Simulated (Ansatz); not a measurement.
Geometry optimisation, DFT PBEsol, scalar-relativistic, plane waves, PAW in Ansatz.

Input file:

```yaml
accuracy: low
crystal:
  lattice:
    - [8.46, 0.0, 0.0]
    - [0.0, 8.46, 0.0]
    - [0.0, 0.0, 8.46]
  atoms:
    - { symbol: Na, position: [0.0, 0.0, 0.0] }
    - { symbol: Na, position: [0.5, 0.0, 0.0] }
    - { symbol: Na, position: [0.0, 0.5, 0.0] }
    - { symbol: Na, position: [0.0, 0.0, 0.5] }
    - { symbol: Na, position: [0.25, 0.25, 0.25] }
    - { symbol: Na, position: [0.5, 0.5, 0.0] }
    - { symbol: Na, position: [0.5, 0.0, 0.5] }
    - { symbol: Na, position: [0.75, 0.25, 0.25] }
    - { symbol: Na, position: [0.0, 0.5, 0.5] }
    - { symbol: Na, position: [0.25, 0.75, 0.25] }
    - { symbol: Na, position: [0.25, 0.25, 0.75] }
    - { symbol: Na, position: [0.5, 0.5, 0.5] }
    - { symbol: Na, position: [0.75, 0.75, 0.25] }
    - { symbol: Na, position: [0.75, 0.25, 0.75] }
    - { symbol: Na, position: [0.25, 0.75, 0.75] }
    - { symbol: Na, position: [0.75, 0.75, 0.75] }
    - { symbol: Na, position: [0.1272918, -0.0014165, 0.7446067] }
basis:
  ecutwfc: 420.0
kpoints:
  mp_grid: { grid: [2, 2, 2] }
hamiltonian:
  xc: pbesol
scf:
  occupations: { method: fermi_dirac, width: 0.1 }
  lower_state_search: "off"
relax:
  f_tol: 0.08
  max_steps: 25
  adjacent_minimum: "off"
```

Command:

```bash
$ ansatz run input.yaml --threads 2 --pin off --max-ram 5120MiB --backend cpu --events-out ev --progress --plain --runs-dir out
```

Problem. Where does it end, and by what steps?

Solution. The forces met the threshold. The force dipped under the threshold on the way, but the program's further checks kept it going. Limits of this set-up: coarse k mesh, a small cell, in which the defect meets its images, a typed lattice constant that wasn't relaxed here, low accuracy level. After 8 steps the energy has fallen by 1.568 eV; Na4 moved furthest, 1.05 Å. Parted: Na4–Na11 (3.66 → 5.04 Å), Na4–Na15 (3.66 → 5.25 Å).

```
step  energy less start (eV)  largest force component (eV/Å)  accepted
   0                  0.0000                           1.374       yes
   1                 -0.6135                           1.004       yes
   2                 -1.1977                           0.553       yes
   3                 -1.4709                           0.163       yes
   4                 -1.5337                           0.036       yes
   5                 -1.5394                           0.018       yes
   6                 -1.5413                           0.018       yes
   7                 -1.5539                           0.027       yes
   8                 -1.5680                           0.031       yes
```

```xyz
17
Lattice="8.4600 0.0000 0.0000 0.0000 8.4600 0.0000 0.0000 0.0000 8.4600" Properties=species:S:1:pos:R:3
Na -0.170 0.024 0.252
Na 4.173 0.022 0.065
Na 0.133 4.290 -0.027
Na -0.854 0.035 3.626
Na 2.023 2.038 2.326
Na 4.214 4.181 0.274
Na 4.281 0.021 4.252
Na 6.291 2.353 1.958
Na 0.022 4.288 4.375
Na 2.057 6.449 2.318
Na 2.532 2.472 6.457
Na 4.395 4.192 4.113
Na 6.237 6.150 1.964
Na 6.375 2.132 6.416
Na 2.717 5.898 6.472
Na 6.341 6.350 6.419
Na 1.069 -0.147 5.799
```

Whether the end is a true minimum wasn't checked by a vibrational analysis.

The run took 78 s on 2 threads of Arm Neoverse V1 (shared host), peak memory 0.98 GiB.
